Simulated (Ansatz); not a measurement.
# C₃H₁₁NTi: one species, many methods

An exercise on one series of results from a longer session: the logs are not shown, and one member is left open.

Method: functionals in def2-TZVPP, the program's frozen cores in correlated methods; program: Ansatz 0.2.0, Gaussian basis.

The runs, in order: LDA (SPW92), PBE-D4, revPBE-D4, BLYP-D4, r2SCAN-D4, B97M-V, PBE0-D4, B3LYP-D4, r2SCANh-D4, r2SCAN0-D4, HSE06-D4, BHLYP-D4, CAM-B3LYP-D4, LC-ωPBE, ωB97X-V, ωB97M-V, B2PLYP, PBE-QIDH; CCSD(T)/def2-SVP; MP2/def2-TZVPP; MP2/def2-QZVPP; RPA on PBE.

### The relaxed structure

All runs share one geometry, relaxed beforehand with PBE0-D4 in a triple-zeta def2 set.

SMILES `[CH3][Ti]([CH3])([CH3])[NH2]`, 16 atoms, charge 0, spin multiplicity 1.

Atoms are counted from 1 here; the program's logs count them from 0.

Bond lengths: C1–Ti2 2.073 Å, C1–H6 1.095 Å, C1–H7 1.095 Å, C1–H8 1.097 Å, Ti2–C3 2.069 Å, Ti2–C4 2.069 Å, Ti2–N5 1.878 Å, C3–H9 1.096 Å, C3–H10 1.096 Å, C3–H11 1.096 Å, C4–H12 1.096 Å, C4–H13 1.096 Å, C4–H14 1.095 Å, N5–H15 1.011 Å, N5–H16 1.011 Å. Angles: Ti2–C1–H6 111.2°, Ti2–C1–H7 111.0°, Ti2–C1–H8 108.8°, H6–C1–H7 108.3°, H6–C1–H8 108.7°, H7–C1–H8 108.7°, C1–Ti2–C3 107.0°, C1–Ti2–C4 106.7°, C1–Ti2–N5 108.7°, C3–Ti2–C4 110.6°, C3–Ti2–N5 111.9°, C4–Ti2–N5 111.7°, Ti2–C3–H9 110.0°, Ti2–C3–H10 109.6°, Ti2–C3–H11 111.5°, H9–C3–H10 108.6°, H9–C3–H11 108.7°, H10–C3–H11 108.4° and more.

Set-up of the first run:

Contents of in.yaml:

```yaml
crystal:
  periodic: [false, false, false]
  atoms:
    - {symbol: C, position_ang: [-0.777732, 0.302075, -1.781846]}
    - {symbol: Ti, position_ang: [-0.055646, 0.135129, 0.153859]}
    - {symbol: C, position_ang: [2.005966, 0.265605, 0.043107]}
    - {symbol: C, position_ang: [-0.629894, -1.728435, 0.844954]}
    - {symbol: N, position_ang: [-0.790634, 1.517274, 1.191371]}
    - {symbol: H, position_ang: [-1.869826, 0.228738, -1.804406]}
    - {symbol: H, position_ang: [-0.488438, 1.259513, -2.227319]}
    - {symbol: H, position_ang: [-0.357358, -0.509771, -2.387772]}
    - {symbol: H, position_ang: [2.452316, -0.038133, 0.996934]}
    - {symbol: H, position_ang: [2.374367, -0.402171, -0.744236]}
    - {symbol: H, position_ang: [2.332604, 1.285569, -0.187635]}
    - {symbol: H, position_ang: [-0.119187, -1.951705, 1.788629]}
    - {symbol: H, position_ang: [-0.355470, -2.492800, 0.108688]}
    - {symbol: H, position_ang: [-1.711452, -1.780536, 1.011184]}
    - {symbol: H, position_ang: [-0.367681, 2.423713, 1.341584]}
    - {symbol: H, position_ang: [-1.664937, 1.463136, 1.697101]}
basis:
  gaussian: {orbitals: def2-TZVPP}
hamiltonian: {xc: lda}
output: {orbitals: {seedname: orbitals}}
```

Run with:

```console
ansatz run in.yaml --threads 4 --pin off --events-out ev --progress --plain --max-ram 11315MiB
```

Steps of the session up to this table: LDA; PBE-D4 (GGA); revPBE-D4 (GGA); BLYP-D4 (GGA); r2SCAN-D4 (meta-GGA); B97M-V (meta-GGA); B3LYP-D4 (hybrid); r2SCANh-D4 (hybrid); r2SCAN0-D4 (hybrid); HSE06-D4 (hybrid); BHLYP-D4 (hybrid); CAM-B3LYP-D4 (range-separated); LC-ωPBE (range-separated); ωB97X-V (range-separated); ωB97M-V (range-separated); B2PLYP (double hybrid); PBE-QIDH (double hybrid).

One of the session's tables, all rows but one given; the rest of the session is left out.

It belongs to the step «Frontier levels by functional». 

```
  functional  HOMO (eV)  gap (eV)
 LDA (SPW92)      -5.99      3.10
      PBE-D4      -5.88      3.24
   revPBE-D4      -5.83      3.28
     BLYP-D4          ?         ?
   r2SCAN-D4      -6.16      3.77
      B97M-V      -6.25      3.91
     PBE0-D4      -7.25      5.91
    B3LYP-D4      -7.02      5.36
  r2SCANh-D4      -6.67      4.76
  r2SCAN0-D4      -7.44      6.25
    HSE06-D4      -6.84      5.11
    BHLYP-D4      -8.53      8.57
CAM-B3LYP-D4      -8.69      8.53
     LC-ωPBE     -10.12     11.17
     ωB97X-V      -9.75     10.74
     ωB97M-V      -9.64     10.59
```

Estimate the missing values for BLYP-D4.

Worked estimate for «HOMO (eV)». Against the share of exact exchange, B3LYP-D4 (0.2, -7.02), BHLYP-D4 (0.5, -8.53) give a slope of -5.03 per unit share; at 0 the line stands at -6.01.

**Answer.** HOMO (eV): -5.76; gap (eV): 3.24. In «HOMO (eV)» the line misses by -0.25.
